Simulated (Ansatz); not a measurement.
# CH₅ClINSi: how energies converge with the basis set

One table from this session's results is given with a row withheld; the runs are named, their logs left out.

Program: Ansatz 0.2.0, Gaussian basis. Level of theory: one geometry, several basis sets. These are calculated values, not measurements.

The runs, in order: PBE0-D4/def2-SVP; ωB97M-V/def2-SVP; PBE0-D4/def2-QZVPP; ωB97M-V/def2-QZVPP; the functionals' def2-TZVPP values are taken from earlier runs.

**The geometry**

All runs share one geometry, relaxed beforehand with PBE0-D4 in a triple-zeta def2 set. I takes the def2 core potential; no spin-orbit term is included.

SMILES `NC[SiH](Cl)I`, 10 atoms, charge 0, spin multiplicity 1.

Atoms are counted from 1 here; the program's logs count them from 0.

Bond lengths: N1–C2 1.454 Å, N1–H6 1.011 Å, N1–H7 1.011 Å, C2–Si3 1.873 Å, C2–H8 1.101 Å, C2–H9 1.094 Å, Si3–Cl4 2.054 Å, Si3–I5 2.429 Å, Si3–H10 1.481 Å. Angles: C2–N1–H6 111.5°, C2–N1–H7 111.6°, H6–N1–H7 107.7°, N1–C2–Si3 108.8°, N1–C2–H8 115.8°, N1–C2–H9 109.4°, Si3–C2–H8 109.1°, Si3–C2–H9 106.7°, H8–C2–H9 106.6°, C2–Si3–Cl4 109.0°, C2–Si3–I5 110.7°, C2–Si3–H10 111.8°, Cl4–Si3–I5 110.0°, Cl4–Si3–H10 107.7°, I5–Si3–H10 107.6°.

Set-up of the first run:

The input, in.yaml:

```yaml
crystal:
  periodic: [false, false, false]
  atoms:
    - {symbol: N, position_ang: [0.153983, 1.269246, 0.859489]}
    - {symbol: C, position_ang: [-0.598921, 0.110004, 0.408667]}
    - {symbol: Si, position_ang: [0.446446, -0.851830, -0.812484]}
    - {symbol: Cl, position_ang: [-0.467284, -2.649136, -1.202272]}
    - {symbol: I, position_ang: [0.728228, 0.401102, -2.874817]}
    - {symbol: H, position_ang: [0.898176, 1.005275, 1.490885]}
    - {symbol: H, position_ang: [-0.436688, 1.933089, 1.341669]}
    - {symbol: H, position_ang: [-0.947814, -0.572815, 1.199363]}
    - {symbol: H, position_ang: [-1.489065, 0.442870, -0.133096]}
    - {symbol: H, position_ang: [1.796038, -1.139005, -0.274302]}
basis:
  gaussian: {orbitals: def2-SVP}
hamiltonian: {xc: pbe0, dispersion: d4}
output: {orbitals: {seedname: orbitals}}
```

Among the steps run: PBE0-D4 in def2-SVP; ωB97M-V in def2-SVP; PBE0-D4 in def2-QZVPP; ωB97M-V in def2-QZVPP.

One of the session's tables, all rows but one given; the rest of the session is left out.

It belongs to the step «Density functionals: the series». 

| functional | basis | HOMO (eV) |
| --- | --- | --- |
| PBE0-D4 | def2-SVP | -7.02 |
| PBE0-D4 | def2-TZVPP | -7.22 |
| PBE0-D4 | def2-QZVPP | -7.27 |
| ωB97M-V | def2-SVP | -9.32 |
| ωB97M-V | def2-TZVPP | -9.51 |
| ωB97M-V | def2-QZVPP | ? |

**Question.** Estimate the row for ωB97M-V, def2-QZVPP.

The run gave: HOMO (eV): -9.55. In the column «HOMO (eV)» it is the lowest.
